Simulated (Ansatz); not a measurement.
Task: a check of PAW against all-electron LAPW of Si, space group I4/mmm, with Ansatz 0.2.0 through its Python package. Give the script and its output. Settings (first run): LDA, PAW, the default cutoff (420 eV here), 14×14×14 k-points, Fermi-Dirac smearing of 0.1 eV.

Input file `si.extxyz`:
```text
1
Lattice="-1.62691493 1.62691493 1.32032985 1.62691493 -1.62691493 1.32032985 1.62691493 1.62691493 -1.32032985" Properties=species:S:1:pos:R:3 pbc="T T T"
Si    0.00000000    0.00000000    0.00000000
```

`si_paw_lapw.py`:
```python
"""Checking the PAW result for Si with LAPW."""

import ansatz as az
import numpy as np
import pandas as pd

params = {
    "functional": "lda",
    "tolerance": 1e-09,
    "width_ev": 0.1,
}


def count_gap(report):
    # lowest empty less highest filled band, counting bands; zero where they overlap
    return max(report.get("gap_by_band_count_ev") or 0.0, 0.0)


def main() -> None:
    si = az.Crystal.from_extxyz("si.extxyz")

    job = (
        si.calculation()
        .functional(params["functional"])
        .scf(tolerance=params["tolerance"])
        .kpoints(14)  # the mesh must be finer for metals
        .occupations(az.OccupationsMethod.FERMI_DIRAC, width=params["width_ev"])
        .stress()
        .forces()
        .band_table()  # levels at the mesh points
    )
    variants = {
        "PAW": job.pseudopotentials("paw"),
        "LAPW": job.pseudopotentials("all_electron", lapw=True),
    }
    # totals differ by the cores that each treatment holds, so compare what does not depend on them
    rows = []
    for label, variant in variants.items():
        r = variant.run(threads=1).report
        levels = np.array(r["eigenvalues_ev"][0]) - r["fermi_energy_ev"]
        print(label, "levels at the first k-point near E_F:", np.round(levels[np.abs(levels) < 5], 3))
        rows.append((label, r["n_electrons"], np.trace(r["stress_gpa"]) / 3, count_gap(r)))
    print(pd.DataFrame(rows, columns=["treatment", "electrons in bands", "P GPa", "gap by band count eV"]).round(4).to_string(index=False))


if __name__ == "__main__":
    main()
```

```console
$ python si_paw_lapw.py
DeckWarning: basis.ecutwfc = 420 eV, auto-derived from the records' recommended cutoffs: set by Si (normal level)
DeckWarning: output.stress: scf.convergence.dr2_threshold = 1e-9 eV is looser than the 1e-10 eV advised for a printed stress (1e-10 eV for each atom of the cell: 1). What an SCF threshold leaves in a stress goes as its square root, and in the free energy as [...]
PAW levels at the first k-point near E_F: []
LAPW levels at the first k-point near E_F: []
treatment  electrons in bands   P GPa  gap by band count eV
      PAW                 4.0 -0.3247                   0.0
     LAPW                12.0 -0.2897                   0.0
```
(Warnings from the package without file and line, shortened.)

PAW gives -0.325 GPa and LAPW -0.290 GPa, 0.035 GPa apart. They took 1.7 and 7.3 s of processor time.

A gap by band count of zero or less means overlapping bands, a metal. This isn't the structure that Si takes at ambient conditions. Levels are Kohn-Sham eigenvalues on this mesh. Pressure is positive in compression; the treatments may keep other shells as core, so totals and counts of electrons can differ. Wall time of the script: 9.9 s on 1 thread of Arm Neoverse V1 (shared host), peak memory 0.46 GiB.
